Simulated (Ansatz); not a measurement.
**Mn2Br4, 6 atoms: time against threads and cards**

To be measured: the time of a relaxation at r2SCAN on Mn2Br4, and how the time changes with the share of the machine.

Program: Ansatz 0.2.0 (relaxation, r2SCAN, plane waves PAW). Host: AMD EPYC 7R13 (Zen 3), 96 cores, 96 hardware threads, 1656 GiB, 8 × H100 80GB HBM3, 81559 MiB; it was booked for these runs alone, one at a time. Each run is timed once from launch to exit, start-up included.

### 1 The job

The cell holds 6 atoms in 168 Å³, 2×1×1 copies of a database cell, with the atoms displaced at random so that no symmetry is left.

### 2 Baseline

File input.yaml:

```yaml
crystal:
  lattice:
    - [7.742834, 0.000000, 0.000000]
    - [-1.935709, 3.352746, 0.000000]
    - [0.000000, 0.000000, 6.483428]
  atoms:
    - { symbol: Mn, position: [0.016601, 0.000247, 0.000478], spin: 4.5 }
    - { symbol: Br, position: [0.164675, 0.664501, 0.227267] }
    - { symbol: Br, position: [0.330889, 0.341401, 0.764365] }
    - { symbol: Mn, position: [0.499449, 0.002840, 0.002651], spin: 4.5 }
    - { symbol: Br, position: [0.672959, 0.658330, 0.226148] }
    - { symbol: Br, position: [0.835078, 0.346634, 0.762487] }
kpoints:
  mp_grid: { grid: [4, 8, 4] }
basis: { precision: f64 }
hamiltonian:
  xc: r2scan
magnetization: { spin_polarized: true }
scf:
  occupations: { method: gaussian, width: 0.1 }
relax:
  f_tol: 0.03
  max_steps: 30
  escape_saddle: false
```

Started as:

```bash
$ ansatz run input.yaml --backend cuda --events-out ev --progress --plain --runs-dir out
```

### 3 On 1 GPU, 48 threads

input.yaml is that of step 2.

(Steps that only read results are left out.)

Q: Predict the timings and the best choice. Wanted: reference; fastest over GPUs; speed-up from 1 to 3 GPUs.

As calculated:

| quantity | value |
| --- | --- |
| reference | 9.6 s on 3 GPUs, 48 threads |
| fastest over GPUs | 9.6 s on 3 |
| speed-up from 1 to 3 GPUs | 1.2 (40 % efficient) |

In words: Going from 1 to 3 GPUs cuts the time by a factor of 1.2, 40 % of the ideal. The figures hold for this build, input and host.
